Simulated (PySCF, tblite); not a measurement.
**CH8FN3Si: dynamics, then NMR shifts on frames**

How do NMR shifts of CH8FN3Si (`CN[Si](N)(N)F`) change as the atoms move?

Programs: tblite 0.8.0 and PySCF 2.14.0, with density-fitted response routines of our own. Each step states its level of theory. These are calculated values for one molecule in the gas phase, unless marked as measured. Atoms count from 0, in the outputs and in this text.

### 1 Starting geometry

14 atoms, charge 0, multiplicity 1; geometry from: GFN2-xTB.

Bonds of the start (Å): C0–N1 1.44, N1–Si2 1.71, Si2–N3 1.72, Si2–N4 1.72, Si2–F5 1.62, C0–H6 1.10, C0–H7 1.09, C0–H8 1.09, N1–H9 1.01, N3–H10 1.01, N3–H11 1.01, N4–H12 1.00, N4–H13 1.01.

### 2 A short Langevin run with GFN2-xTB

What the job is given:

```
{"job": {"kind": "md", "xc": "GFN2-xTB", "basis": "xTB", "temperature": 400, "steps": 2000, "every": 50, "frames": 5}, "charge": 0, "multiplicity": 1}
C      1.840727     0.889470    -0.068313
N      0.955859    -0.202598    -0.398282
Si    -0.587380    -0.466532     0.300932
N     -1.557996     0.953611     0.382375
N     -1.225804    -1.819620    -0.542212
F     -0.554072    -0.936873     1.852275
H      2.537335     0.635355     0.738392
H      2.421964     1.182985    -0.946207
H      1.247068     1.742187     0.254285
H      1.460846    -1.011079    -0.724538
H     -1.502122     1.524904     1.208805
H     -1.658984     1.528394    -0.436096
H     -1.357637    -1.748360    -1.535782
H     -2.020483    -2.272315    -0.122735
```

Level: GFN2-xTB Langevin dynamics, gas phase.

On the command line:

```console
OMP_NUM_THREADS=1 python probes_run.py task.json out
```

One launch serves the whole session: the jobs run in the order shown.

Log:

```text
t/fs     T/K      E/eV
    0.0   309.9   -586.43796
   25.0   248.1   -586.05957
   50.0   262.4   -585.90916
   75.0   323.8   -585.90363
  100.0   390.8   -585.83702
  125.0   432.3   -585.87678
  150.0   433.2   -585.90204
  175.0   356.4   -585.89310
  200.0   510.6   -585.91445
  225.0   405.6   -585.93052
  250.0   570.2   -586.10381
  275.0   492.0   -585.99141
  300.0   233.5   -585.76227
  325.0   400.0   -586.03448
  350.0   400.8   -585.94605
  375.0   349.2   -585.84619
  400.0   387.0   -585.93354
  425.0   381.4   -585.84984
  450.0   419.4   -585.89996
  475.0   335.7   -585.87834
  500.0   288.9   -585.86646
  525.0   443.9   -585.87724
  550.0   366.2   -585.81506
  575.0   373.8   -585.80143
  600.0   421.7   -585.86168
  625.0   323.4   -585.80891
  650.0   330.7   -585.95827
  675.0   488.6   -586.00724
  700.0   449.6   -585.83346
  725.0   444.1   -585.76269
  750.0   445.2   -585.75496
  775.0   444.1   -585.79831
  800.0   436.0   -585.64770
  825.0   407.9   -585.75742
  850.0   437.0   -585.79990
  875.0   294.8   -585.89461
  900.0   340.8   -585.90911
  925.0   230.4   -585.73152
  950.0   304.9   -585.98589
  975.0   343.2   -585.96437
 1000.0   432.6   -586.03202
```

Wall time 7.3 s (1 thread of Intel Xeon 6975P-C, shared host); peak memory 0.19 GiB.

Distance from the start (root mean square after alignment): 0 fs 0.00 Å, 200 fs 1.06 Å, 400 fs 1.41 Å, 600 fs 1.22 Å, 800 fs 1.59 Å, 1000 fs 1.28 Å.

Positions (Å) and forces (eV/Å) at 1000 fs:

```xyz
14

C     2.045    0.262   -0.009    0.979    0.700   -0.694
N     1.111   -0.292    0.874   -1.315   -1.216    0.846
Si   -0.422   -1.049    0.651   -0.110    0.679   -0.952
N    -1.569    0.256    0.411   -0.695   -1.003    0.342
N    -0.426   -2.396   -0.475    0.770    0.064    1.067
F    -0.666   -1.762    2.055   -0.290   -0.128    0.505
H     2.010    1.337    0.092    0.179    0.796   -0.178
H     3.073   -0.034    0.263   -0.151   -0.151   -0.265
H     1.860    0.058   -1.076   -0.049   -0.351    0.506
H     1.156    0.092    1.804    0.372    0.129    0.032
H    -1.277    1.082   -0.109   -0.551   -0.566    0.252
H    -2.602    0.095    0.518    1.707    0.486   -0.446
H    -0.234   -2.063   -1.392   -0.009   -0.024   -0.851
H     0.306   -3.097   -0.250   -0.839    0.585   -0.165
```

### 3 NMR shieldings: 250 fs, PBE0/pcSseg-1

What the job is given:

```
{"job": {"kind": "nmr", "xc": "PBE0", "basis": "pcSseg-1", "pop": false}, "charge": 0, "multiplicity": 1}
C      1.553300     0.324300    -0.628200
N      0.709400    -0.078300     0.453300
Si    -0.752400    -0.960300     0.423400
N     -1.970300     0.246600     0.042300
N     -0.679100    -2.405800    -0.509100
F     -0.905500    -1.449500     1.999800
H      1.941400     1.350700    -0.428900
H      2.352000    -0.399400    -0.905800
H      0.954400     0.419700    -1.533700
H      1.183300    -0.017500     1.359700
H     -2.888400     0.004000    -0.242900
H     -2.110300     1.066000     0.558100
H     -1.272100    -3.236200    -0.312700
H     -0.325900    -2.544900    -1.464400
```

With the program's defaults for keys left out, this is: GIAO PBE0/pcSseg-1 NMR shielding, non-relativistic, gas phase.

Log:

```text
coarse grid: 11944 points
cycle   1  E = -596.0092019841  dE =  4.940e-01  |g| = 7.832e-01  |ddm| = 3.278e+00
cycle   2  E = -595.9417550487  dE =  6.745e-02  |g| = 1.027e+00  |ddm| = 1.139e+00
cycle   3  E = -596.1252464426  dE = -1.835e-01  |g| = 5.484e-02  |ddm| = 6.440e-01
cycle   4  E = -596.1255328660  dE = -2.864e-04  |g| = 3.440e-02  |ddm| = 4.846e-02
cycle   5  E = -596.1257317958  dE = -1.989e-04  |g| = 5.580e-03  |ddm| = 2.301e-02
cycle   6  E = -596.1257373793  dE = -5.584e-06  |g| = 1.291e-03  |ddm| = 4.292e-03
final grid: 110696 points
cycle   7  E = -596.1569393714  dE = -2.158e-05  |g| = 8.757e-03  |ddm| = 1.564e-02
cycle   8  E = -596.1569281846  dE =  1.119e-05  |g| = 1.159e-02  |ddm| = 1.322e-02
cycle   9  E = -596.1569556545  dE = -2.747e-05  |g| = 7.178e-04  |ddm| = 7.329e-03
cycle  10  E = -596.1569557254  dE = -7.096e-08  |g| = 2.540e-04  |ddm| = 5.056e-04
cycle  11  E = -596.1569557346  dE = -9.229e-09  |g| = 4.828e-05  |ddm| = 1.542e-04
cycle  12  E = -596.1569557350  dE = -3.565e-10  |g| = 1.720e-05  |ddm| = 4.163e-05
converged SCF energy = -596.1569557350

GIAO shielding tensors (ppm)
atom      isotropic    diamagn.    paramagn.     s11        s22        s33       span
  0 C      155.835     243.920     -88.084    128.884    151.939    186.682     57.798
  1 N      237.515     324.926     -87.411    202.223    230.076    280.246     78.023
  2 Si     397.677     879.001    -481.324    379.874    393.190    419.965     40.091
  3 N      238.395     316.218     -77.823    211.407    234.941    268.836     57.429
  4 N      242.038     316.325     -74.287    219.869    242.985    263.260     43.392
  5 F      320.008     471.641    -151.633    280.196    287.495    392.333    112.137
  6 H       28.220      28.522      -0.302     22.550     26.081     36.029     13.479
  7 H       28.389      28.299       0.090     23.012     26.230     35.925     12.913
  8 H       29.094      31.226      -2.131     25.106     27.815     34.361      9.255
  9 H       30.866      33.126      -2.260     21.396     30.245     40.958     19.562
 10 H       31.874      30.525       1.349     24.768     26.947     43.908     19.140
 11 H       31.819      33.484      -1.664     24.732     27.183     43.543     18.811
 12 H       29.897      26.996       2.901     22.718     25.478     41.495     18.777
 13 H       29.892      30.746      -0.854     22.764     26.089     40.823     18.059
```

It took 9.1 s on 1 thread of Intel Xeon 6975P-C, shared host; peak memory 0.72 GiB.

Shifts follow as δ = σ(reference) − σ, with reference shieldings (ppm) from runs at the same level and on the same kind of geometry: 1H TMS 31.72, 13C TMS 186.9, 29Si TMS 349.2, 19F CFCl3 170.9, 15N NH3 267.7. The references are single molecules in the gas phase, so shifts against H2O, NH3, PH3, H3PO4 or CFCl3 are not on the usual liquid scales and can be off by tens of ppm. Each atom is listed at this fixed geometry, with no averaging over motion; a spectrum would average atoms that exchange fast.

| atoms | environment | σ (ppm) | δ (ppm) |
| --- | --- | --- | --- |
| C0 | methyl carbon bonded to N | 155.8 | 31.1 |
| H6 | hydrogen on a methyl carbon bonded to N | 28.22 | 3.50 |
| H7 | hydrogen on a methyl carbon bonded to N | 28.39 | 3.33 |
| H8 | hydrogen on a methyl carbon bonded to N | 29.09 | 2.62 |
| H13 | hydrogen on a nitrogen bonded to Si | 29.89 | 1.82 |
| H12 | hydrogen on a nitrogen bonded to Si | 29.90 | 1.82 |
| H9 | hydrogen on a nitrogen bonded to C, Si | 30.87 | 0.85 |
| H11 | hydrogen on a nitrogen bonded to Si | 31.82 | -0.10 |
| H10 | hydrogen on a nitrogen bonded to Si | 31.87 | -0.16 |
| N1 | nitrogen bonded to C, Si, H | 237.5 | 30.2 |
| N3 | nitrogen bonded to Si, 2 H | 238.4 | 29.3 |
| N4 | nitrogen bonded to Si, 2 H | 242.0 | 25.7 |
| Si2 | silicon bonded to F, 3 N | 397.7 | -48.5 |
| F5 | fluorine bonded to Si | 320.0 | -149.1 |

### 4 NMR shieldings: 425 fs, PBE0/pcSseg-1

What the job is given:

```
{"job": {"kind": "nmr", "xc": "PBE0", "basis": "pcSseg-1", "pop": false}, "charge": 0, "multiplicity": 1}
C      1.554700     0.027700    -0.884800
N      0.635100     0.032100     0.213300
Si    -0.597700    -1.145200     0.412900
N     -2.163000    -0.582100    -0.080000
N     -0.110900    -2.708900    -0.313400
F     -0.537700    -1.627700     1.986600
H      2.403300     0.605700    -0.613600
H      1.773400    -0.949700    -1.155500
H      1.103900     0.558800    -1.753000
H      1.082800     0.323000     1.073900
H     -2.968400    -1.098100     0.141600
H     -2.384500     0.385600     0.273500
H     -0.043500    -3.506900     0.418700
H     -0.808500    -3.115100    -0.991300
```

With the program's defaults for keys left out, this is: GIAO PBE0/pcSseg-1 NMR shielding, non-relativistic, gas phase.

Log:

```text
coarse grid: 11944 points
cycle   1  E = -596.0035141803  dE =  4.682e-01  |g| = 7.737e-01  |ddm| = 3.257e+00
cycle   2  E = -595.9343338018  dE =  6.918e-02  |g| = 1.025e+00  |ddm| = 1.152e+00
cycle   3  E = -596.1174874473  dE = -1.832e-01  |g| = 5.143e-02  |ddm| = 6.504e-01
cycle   4  E = -596.1177628850  dE = -2.754e-04  |g| = 3.220e-02  |ddm| = 4.868e-02
cycle   5  E = -596.1179448090  dE = -1.819e-04  |g| = 6.082e-03  |ddm| = 2.270e-02
cycle   6  E = -596.1179514216  dE = -6.613e-06  |g| = 1.632e-03  |ddm| = 4.699e-03
final grid: 110696 points
cycle   7  E = -596.1483535669  dE = -2.744e-05  |g| = 9.068e-03  |ddm| = 1.778e-02
cycle   8  E = -596.1483400074  dE =  1.356e-05  |g| = 1.228e-02  |ddm| = 1.399e-02
cycle   9  E = -596.1483710328  dE = -3.103e-05  |g| = 8.414e-04  |ddm| = 7.969e-03
cycle  10  E = -596.1483711375  dE = -1.047e-07  |g| = 2.779e-04  |ddm| = 6.130e-04
cycle  11  E = -596.1483711489  dE = -1.141e-08  |g| = 5.359e-05  |ddm| = 1.740e-04
cycle  12  E = -596.1483711494  dE = -4.511e-10  |g| = 1.976e-05  |ddm| = 4.723e-05
converged SCF energy = -596.1483711494

GIAO shielding tensors (ppm)
atom      isotropic    diamagn.    paramagn.     s11        s22        s33       span
  0 C      160.324     243.116     -82.792    135.263    152.439    193.270     58.007
  1 N      247.231     324.898     -77.667    209.242    241.031    291.420     82.177
  2 Si     376.547     879.465    -502.918    340.870    372.543    416.229     75.359
  3 N      232.873     318.294     -85.421    204.926    232.146    261.546     56.619
  4 N      231.403     314.070     -82.667    190.086    246.314    257.808     67.722
  5 F      305.835     473.077    -167.242    270.631    275.485    371.390    100.759
  6 H       29.720      29.575       0.144     24.812     27.335     37.012     12.200
  7 H       29.260      30.135      -0.876     23.064     29.545     35.171     12.108
  8 H       28.654      29.227      -0.573     23.052     26.825     36.084     13.032
  9 H       31.090      34.307      -3.217     21.852     29.488     41.931     20.079
 10 H       31.693      30.365       1.328     24.724     26.859     43.496     18.771
 11 H       29.753      31.178      -1.425     22.817     26.286     40.155     17.338
 12 H       29.249      26.427       2.822     22.652     26.149     38.945     16.293
 13 H       30.136      27.958       2.178     23.579     26.557     40.271     16.692
```

Wall time 9.1 s (1 thread of Intel Xeon 6975P-C, shared host); peak memory 0.74 GiB.

This run: δ C0 26.6, N4 36.3, N3 34.9, N1 20.5, H8 3.06, H12 2.47 ppm.

(Part 1 of 2 ends here.)
